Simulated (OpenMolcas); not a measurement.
**UHF/ANO-R1 (sfX2C, RICD fitting, PCM carbontetrachloride) run of InH2O (SMILES [O][InH2])**

What is the energy difference between two shapes of InH2O at UHF/ANO-R1 (sfX2C, RICD fitting, PCM carbontetrachloride)? 

The calculation is run with OpenMolcas 26.06.

4 further runs of the same task are left out: 4 set aside as unsound or not needed.

**1. The structure to begin with**

InH2O has 4 atoms, charge 0, and is taken as a doublet. SMILES: `[O][InH2]`. The shape comes from GFN2-xTB, which is rough for such elements, and wasn't checked as a minimum.

Bond lengths: O1–In2 1.844 Å, In2–H3 1.709 Å, In2–H4 1.759 Å. Angles: O1–In2–H3 148.1°, O1–In2–H4 88.1°, H3–In2–H4 123.8°.

**2. The energy at UHF/ANO-R1 (sfX2C, RICD fitting, PCM carbontetrachloride)**

File struct.xyz:

```xyz
4

O     -1.716450    -0.043900    -0.307100
In     0.071670    -0.198700     0.117210
H      1.316470    -1.121360     0.837370
H      0.328310     1.363960    -0.647480
```

File job.inp:

```
* H2InO Hartree-Fock
>>> EXPORT MOLCAS_PRINT=2

&GATEWAY
 Coord=struct.xyz
 Basis=ANO-R1
 Group=NoSym
 RICD
 RF-Input
 PCM-Model
 Solvent=carbontetrachloride
 End of RF-Input

&SEWARD

&SCF
 UHF
 Spin=2
 PrOrbitals=1 1
```

Launch:

```bash
$ export MOLCAS_MEM=1860
$ pymolcas job.inp > job.log
```

What it wrote:

```text
--- Start Module: gateway ---
[...]
--- Stop Module: gateway /rc=_RC_ALL_IS_WELL_ ---
[...]
--- Start Module: seward ---
[...]
      Basis functions           67
--- Stop Module: seward /rc=_RC_ALL_IS_WELL_ ---
[...]
--- Start Module: scf ---
[...]
       Convergence after  20 Iterations
[...]
::    Total SCF energy                              -5954.3159884504
[...]
      Total spin, S                                     0.5055864536
[...]
      Total electronic charge=   59.000000
      Total            charge=   -0.000000
[...]
      Dipole Moment (debye):
      Origin of the operator (angstrom)=   -0.1321   -0.1752    0.0658
                   X=  1.8318E+00               Y= -2.1726E+00               Z=  1.4835E+00           Total=  3.2056E+00
      Quadrupole Moment (debye*angstrom):
[...]
--- Stop Module: scf /rc=_RC_ALL_IS_WELL_ ---
[...]
```

Run time: 20 s. Hardware: 1 thread of Arm Neoverse V1, shared host; peak memory 0.28 GiB.

**3. The distorted shape**

File struct.xyz:

```xyz
4

O     -1.705049    -0.043928    -0.288800
In     0.100439    -0.203046     0.135224
H      1.334572    -1.091955     0.864220
H      0.322438     1.312762    -0.630137
```

File job.input:

```
&GATEWAY
  COORD = struct.xyz
  BASIS = ANO-R1
  GROUP = NoSym
  RICD
  RF-INPUT
  PCM-Model
  Solvent=carbontetrachloride
  End of RF-Input

&SEWARD

&SCF
  UHF
  SPIN = 2
  PRORBITALS = 1 1
```

Launch:

```bash
$ export MOLCAS_MEM=1860
$ pymolcas job.input > job.log
```

What it wrote:

```text
--- Start Module: gateway ---
[...]
--- Stop Module: gateway /rc=_RC_ALL_IS_WELL_ ---
[...]
--- Start Module: seward ---
[...]
      Basis functions           67
--- Stop Module: seward /rc=_RC_ALL_IS_WELL_ ---
[...]
--- Start Module: scf ---
[...]
       Convergence after  19 Iterations
[...]
::    Total SCF energy                              -5954.3173290579
[...]
      Total spin, S                                     0.5055601884
[...]
      Total electronic charge=   59.000000
      Total            charge=   -0.000000
[...]
      Dipole Moment (debye):
      Origin of the operator (angstrom)=   -0.1058   -0.1791    0.0839
                   X=  1.9799E+00               Y= -2.1223E+00               Z=  1.4669E+00           Total=  3.2521E+00
      Quadrupole Moment (debye*angstrom):
[...]
--- Stop Module: scf /rc=_RC_ALL_IS_WELL_ ---
[...]
```

It took 19 s on 1 thread of Arm Neoverse V1, shared host; peak memory 0.28 GiB.

**4. Summary of results**

Level: UHF/ANO-R1 (sfX2C, RICD fitting, PCM carbontetrachloride).

| quantity | value |
| --- | --- |
| first shape: total energy | -5954.31599 Eh |
| first shape: dipole moment | 3.21 D |
| first shape: HOMO energy (highest over α and β) | -10.79 eV |
| first shape: LUMO energy (lowest over α and β) | 1.15 eV |
| first shape: ⟨S²⟩ | 0.761 |
| distorted shape: total energy | -5954.31733 Eh |
| distorted shape: dipole moment | 3.25 D |
| distorted shape: HOMO energy (highest over α and β) | -10.87 eV |
| distorted shape: LUMO energy (lowest over α and β) | 1.14 eV |
| distorted shape: ⟨S²⟩ | 0.761 |
| energy change with the atoms displaced | -0.036 eV |

**Reading.** With the atoms displaced the energy falls by 0.04 eV (3.5 kJ/mol). The first shape isn't relaxed at this level, so the change isn't measured from a minimum. Mulliken charges (first shape) run from -0.50 on O1 to +1.14 on In2.
